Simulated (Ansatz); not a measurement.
# Si: the cost of one run

Program: Ansatz 0.2.0. Level of theory: DFT r2SCAN, scalar-relativistic, plane waves, PAW. These are calculated values, not measurements.

This is Si in the hcp structure; at room conditions it is diamond.

1 further run of the same task is left out (set aside as unsound or not needed).

**1. The system as given**

The structure is hexagonal, space group P6_3/mmc (No. 194). Conventional cell: a = 2.639 Å, b = 2.639 Å, c = 4.553 Å, α = 90.00°, β = 90.00°, γ = 120.00°. Around Si (site symmetry -6m2) lie 12 Si at 2.64 to 2.74 Å.

Structure file:

```xyz
2
Lattice="2.6392 0.0000 0.0000 -1.3196 2.2856 0.0000 0.0000 0.0000 4.5532" Properties=species:S:1:pos:R:3 pbc="T T T"
Si    0.0000    1.5237    1.1383
Si    1.3196    0.7619    3.4149
```

It goes back to an entry of the Materials Project, which need not be the stable form.

This cell was relaxed beforehand with the same method: volume 13.73 Å³/atom, gap on the mesh none (metal).

**2. Zero of the scan**

input.yaml

```yaml
crystal:
  lattice:
    - [2.6391948679, 0.0, 0.0]
    - [-1.319597434, 2.2856098012, 0.0]
    - [0.0, 0.0, 4.553157547]
  atoms:
    - { symbol: Si, position: [0.3333333333, 0.6666666667, 0.25] }
    - { symbol: Si, position: [0.6666666667, 0.3333333333, 0.75] }
basis:
  ecutwfc: 500
kpoints:
  mp_grid: { grid: [12, 12, 8] }
hamiltonian:
  xc: r2scan
scf:
  occupations: { method: gaussian, width: 0.15 }
output:
  forces: true
  stress: true
  eigenvalues: true
```

On the command line:

```bash
$ ansatz run input.yaml --threads 1 --pin off --max-ram 2560MiB --backend cpu --events-out ev --progress --plain --runs-dir out
```

Q: Estimate wall time and peak memory on 1 thread of Intel Xeon Platinum 8488C (Sapphire Rapids), shared host.

About 2.3 s, with a peak of 0.4 GiB.
